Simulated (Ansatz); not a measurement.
# Cl₂H₂O₃W: small, medium and large basis sets

Aim: see how fast density functionals converge with the basis set for Cl₂H₂O₃W.

The runs use Ansatz 0.2.0, Gaussian basis; one geometry, several basis sets.

Plan: PBE0-D4/def2-SVP; ωB97M-V/def2-SVP; PBE0-D4/def2-QZVPP; ωB97M-V/def2-QZVPP; the functionals' def2-TZVPP values are taken from earlier runs.

## Step 1: Structure used throughout

An earlier PBE0-D4 in a triple-zeta def2 set relaxation fixed the geometry. W takes the def2 core potential; no spin-orbit term is included.

SMILES `[O]=[W]([OH])([OH])([Cl])[Cl]`, 8 atoms, charge 0, spin multiplicity 1.

Atoms are counted from 1 here; the program's logs count them from 0.

Bond lengths: O1–W2 1.678 Å, W2–O3 1.902 Å, W2–O4 1.865 Å, W2–Cl5 2.297 Å, W2–Cl6 2.334 Å, O3–H7 0.961 Å, O4–H8 0.962 Å. Angles: O1–W2–O3 111.1°, O1–W2–O4 101.2°, O1–W2–Cl5 108.5°, O1–W2–Cl6 99.8°, O3–W2–O4 85.2°, O3–W2–Cl5 140.3°, O3–W2–Cl6 83.3°, O4–W2–Cl5 90.9°, O4–W2–Cl6 158.5°, Cl5–W2–Cl6 86.5°, W2–O3–H7 118.7°, W2–O4–H8 127.6°.

## Step 2: PBE0-D4 in def2-SVP

in.yaml

```yaml
crystal:
  periodic: [false, false, false]
  atoms:
    - {symbol: O, position_ang: [-1.592905, -0.673299, 1.007265]}
    - {symbol: W, position_ang: [-0.398498, 0.067611, 0.090979]}
    - {symbol: O, position_ang: [1.331110, -0.521240, 0.618375]}
    - {symbol: O, position_ang: [-0.212598, -1.146285, -1.312479]}
    - {symbol: Cl, position_ang: [-1.396018, 1.589123, -1.311086]}
    - {symbol: Cl, position_ang: [0.097621, 1.880905, 1.473423]}
    - {symbol: H, position_ang: [1.771092, -0.068868, 1.343202]}
    - {symbol: H, position_ang: [0.492293, -1.184946, -1.965579]}
basis:
  gaussian: {orbitals: def2-SVP}
hamiltonian: {xc: pbe0, dispersion: d4}
output: {orbitals: {seedname: orbitals}}
```

Started as:

```bash
ansatz run in.yaml --threads 4 --pin off --events-out ev --progress --plain --max-ram 11315MiB
```

The runs that follow: ωB97M-V in def2-SVP; PBE0-D4 in def2-QZVPP; ωB97M-V in def2-QZVPP.

**Question.** What will the summary of the whole plan be? Wanted: PBE0-D4: double and triple zeta above quadruple; ωB97M-V: double and triple zeta above quadruple.

The runs gave:

| quantity | value |
| --- | --- |
| PBE0-D4: double and triple zeta above quadruple | 18.10, 1.10 eV |
| ωB97M-V: double and triple zeta above quadruple | 18.14, 1.04 eV |

What this shows: For PBE0-D4 the step from double to triple zeta gains 17.00 eV and the next only 1.10 eV. Total energies overstate the basis error of differences, where much of it tends to cancel.
